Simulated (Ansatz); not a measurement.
# Li2Ca: structure and electronic properties

The task here is to estimate one member of a computed series from the others.

Method: DFT PBEsol, scalar-relativistic, plane waves, PAW, in Ansatz 0.2.0.

**Starting point**

The structure is cubic, space group Fd-3m (No. 227). The conventional cell has a = 8.856 Å, b = 8.856 Å, c = 8.856 Å, α = 90.00°, β = 90.00°, γ = 90.00°. Li (site symmetry -3m) has 6 Li at 3.13 Å as nearest neighbours. Ca (site symmetry -43m) has 12 Li at 3.67 Å and 4 Ca at 3.83 Å as nearest neighbours.

Structure file:

```
CELL_PARAMETERS angstrom
0.00000 4.42800 4.42800
4.42800 0.00000 4.42800
4.42800 4.42800 0.00000
ATOMIC_POSITIONS crystal
Li 0.12500 0.12500 0.12500
Li 0.62500 0.12500 0.12500
Li 0.12500 0.12500 0.62500
Li 0.12500 0.62500 0.12500
Ca 0.50000 0.50000 0.50000
Ca 0.75000 0.75000 0.75000
```

The structure comes from the Crystallography Open Database.

The first run:

(A quick probe on a coarse mesh, which set the mesh and smearing, is not shown.)

Contents of input.yaml:

```yaml
crystal:
  lattice:
    - [0.0, 4.428, 4.428]
    - [4.428, 0.0, 4.428]
    - [4.428, 4.428, 0.0]
  atoms:
    - { symbol: Li, position: [0.125, 0.125, 0.125] }
    - { symbol: Li, position: [0.625, 0.125, 0.125] }
    - { symbol: Li, position: [0.125, 0.125, 0.625] }
    - { symbol: Li, position: [0.125, 0.625, 0.125] }
    - { symbol: Ca, position: [0.5, 0.5, 0.5] }
    - { symbol: Ca, position: [0.75, 0.75, 0.75] }
basis:
  ecutwfc: 420
kpoints:
  mp_grid: { grid: [8, 8, 8] }
hamiltonian:
  xc: pbesol
scf:
  occupations: { method: gaussian, width: 0.1 }
output:
  forces: true
  stress: true
  eigenvalues: true
relax:
  adjacent_minimum: "off"
  f_tol: 0.005
  max_steps: 80
  cell: { stress_tol: 0.05 }
```

Launch:

```bash
> ansatz run input.yaml --threads 1 --pin off --max-ram 2560MiB --backend cpu --events-out ev --progress --plain --runs-dir out
```

Among the steps run: Full relaxation; Static run: bands, density of states and charges; Back to the database's cell; The cell scaled to 0.97 of its volume; Point at V/V0 = 1.03; Point at V/V0 = 0.94; The cell scaled to 1.06 of its volume; Point at V/V0 = 0.91; Point at V/V0 = 1.10; Volume × 0.88.

One table of the session follows, with a row left open; its other results are not shown here.

It belongs to the step «Fit of the equation of state». 

```
volume (Å³/atom)  energy above the lowest point (meV/atom)  pressure (GPa)
          23.900                                      24.9            2.64
          24.715                                      13.5            1.85
          25.530                                         ?               ?
          26.345                                       1.5            0.55
          27.160                                       0.0            0.02
          27.974                                       1.1           -0.44
          28.789                                       4.3           -0.85
          29.876                                      11.7           -1.31
```

Q: Estimate the row for volume (Å³/atom) = 25.530 from the others.

Worked estimate for «energy above the lowest point (meV/atom)». A straight line through the neighbours (24.715, 13.5) and (26.345, 1.5) gives 13.5 + (1.5 − 13.5) × (25.530 − 24.715) / (26.345 − 24.715) = 7.5; a parabola fitted to 4 rows on both sides gives 5.9.

**Answer.** energy above the lowest point (meV/atom): 5.8; pressure (GPa): 1.16. In «energy above the lowest point (meV/atom)» the line misses by +1.7 and the parabola by +0.1.
